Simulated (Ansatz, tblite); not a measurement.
**Au20 tetrahedron (Au₂₀−): a ladder of methods and basis sets**

One table from this session's results is given with a row withheld; the runs are named, their logs left out.

The runs use Ansatz 0.2.0, Gaussian basis; as each input shows.

The runs, in order: GFN1-xTB, PBE-D4/def2-TZVP, r2SCAN-D4/def2-TZVP, LDA/def2-TZVP, PBE-D4/def2-SVP, PBE0-D4/def2-SVP.

2 further runs of the same task are left out: 2 set aside as unsound or not needed.

**The relaxed structure**

The geometry is that of the doublet, from an earlier relaxation (PBE-D4/def2-SVP).

20 atoms, charge -1, spin multiplicity 2.

Bond lengths: Au1–Au2 2.715 Å, Au1–Au5 2.792 Å, Au1–Au11 2.785 Å, Au2–Au3 2.692 Å, Au2–Au5 3.022 Å, Au2–Au6 2.830 Å, Au2–Au11 3.022 Å, Au2–Au12 2.830 Å, Au3–Au4 2.716 Å, Au3–Au6 2.830 Å, Au3–Au7 3.019 Å, Au3–Au12 2.830 Å, Au3–Au13 3.019 Å, Au4–Au7 2.793 Å, Au4–Au13 2.787 Å, Au5–Au6 2.887 Å, Au5–Au8 2.716 Å, Au5–Au11 2.889 Å and more. Angles: Au2–Au1–Au5 66.5°, Au2–Au1–Au11 66.6°, Au5–Au1–Au11 62.4°, Au1–Au2–Au3 178.0°, Au1–Au2–Au5 57.9°, Au1–Au2–Au6 116.9°, Au1–Au2–Au11 57.8°, Au1–Au2–Au12 116.7°, Au3–Au2–Au5 120.5°, Au3–Au2–Au6 61.6°, Au3–Au2–Au11 120.5°, Au3–Au2–Au12 61.6°, Au5–Au2–Au6 59.0°, Au5–Au2–Au11 57.1°, Au5–Au2–Au12 90.3°, Au6–Au2–Au11 90.1°, Au6–Au2–Au12 65.7°, Au11–Au2–Au12 59.0° and more.

Au takes a core potential in the def2 sets. No spin-orbit coupling is included. The ion is computed in the gas phase, without counter-ions or solvent.

PBE0-D4/def2-TZVP was run before; its log isn't repeated, and its numbers join the tables.

Set-up of the first run:

Tight binding, by tblite at 300 K electronic temperature and without a spin-polarisation term:

```python
tblite.interface.Calculator('GFN1-xTB', numbers, positions, charge=-1, uhf=1).singlepoint()
```

start.molden holds the orbitals of an earlier run on this state, given as this run's starting guess.

File in.yaml:

```yaml
crystal:
  periodic: [false, false, false]
  atoms:
    - {symbol: Au, position_ang: [-2.875608, -2.862819, -2.977930]}
    - {symbol: Au, position_ang: [-0.951619, -0.949651, -3.068472]}
    - {symbol: Au, position_ang: [0.953194, 0.952411, -3.065578]}
    - {symbol: Au, position_ang: [2.870149, 2.873596, -2.972077]}
    - {symbol: Au, position_ang: [-1.016199, -3.057821, -0.904849]}
    - {symbol: Au, position_ang: [1.081069, -1.084063, -1.104286]}
    - {symbol: Au, position_ang: [3.056521, 1.009715, -0.900131]}
    - {symbol: Au, position_ang: [1.010357, -3.059717, 0.903553]}
    - {symbol: Au, position_ang: [3.053476, -1.020308, 0.905976]}
    - {symbol: Au, position_ang: [2.870303, -2.883506, 2.979764]}
    - {symbol: Au, position_ang: [-3.058241, -1.013837, -0.902876]}
    - {symbol: Au, position_ang: [-1.087168, 1.086697, -1.108418]}
    - {symbol: Au, position_ang: [1.015720, 3.053880, -0.899012]}
    - {symbol: Au, position_ang: [-1.087701, -1.087230, 1.107800]}
    - {symbol: Au, position_ang: [1.083084, 1.080580, 1.109594]}
    - {symbol: Au, position_ang: [0.953171, -0.961177, 3.065266]}
    - {symbol: Au, position_ang: [-3.058311, 1.012219, 0.902176]}
    - {symbol: Au, position_ang: [-1.012252, 3.055138, 0.904942]}
    - {symbol: Au, position_ang: [-0.949383, 0.943383, 3.073302]}
    - {symbol: Au, position_ang: [-2.867361, 2.861811, 2.974456]}
basis:
  gaussian: {orbitals: def2-TZVP, fitting: {mean_field: def2-universal-jkfit}, initial_orbitals: start.molden}
total_charge: -1
magnetization: {spin_polarized: true, initial_magnetization: 1}
hamiltonian: {xc: pbe, dispersion: d4}
scf: {omitted_lower_state_checks: [starts]}
output: {forces: true, orbitals: {seedname: orbitals}}
```

Launch:

```bash
$ ansatz run in.yaml --threads 4 --pin off --events-out ev --progress --plain --max-ram 66560MiB --backend cuda --devices 0, --max-vram 37GiB
```

Among the steps run: PBE-D4/def2-TZVP; r2SCAN-D4/def2-TZVP; LDA/def2-TZVP; PBE-D4/def2-SVP; PBE0-D4/def2-SVP.

One of the session's tables, all rows but one given; the rest of the session is left out.

```
              level  HOMO (eV)  LUMO (eV)  gap (eV)
      LDA/def2-TZVP      -1.84      -1.74      0.10
    PBE-D4/def2-SVP      -1.42      -1.28      0.13
   PBE-D4/def2-TZVP          ?          ?         ?
r2SCAN-D4/def2-TZVP      -1.48      -1.21      0.27
   PBE0-D4/def2-SVP      -1.54      -0.62      0.93
  PBE0-D4/def2-TZVP      -1.61      -0.67      0.94
```

Q: Estimate the row for PBE-D4/def2-TZVP from the others.

As computed: HOMO (eV): -1.49; LUMO (eV): -1.35; gap (eV): 0.14. In the column «HOMO (eV)» it lies between PBE0-D4/def2-SVP (-1.54) and r2SCAN-D4/def2-TZVP (-1.48).
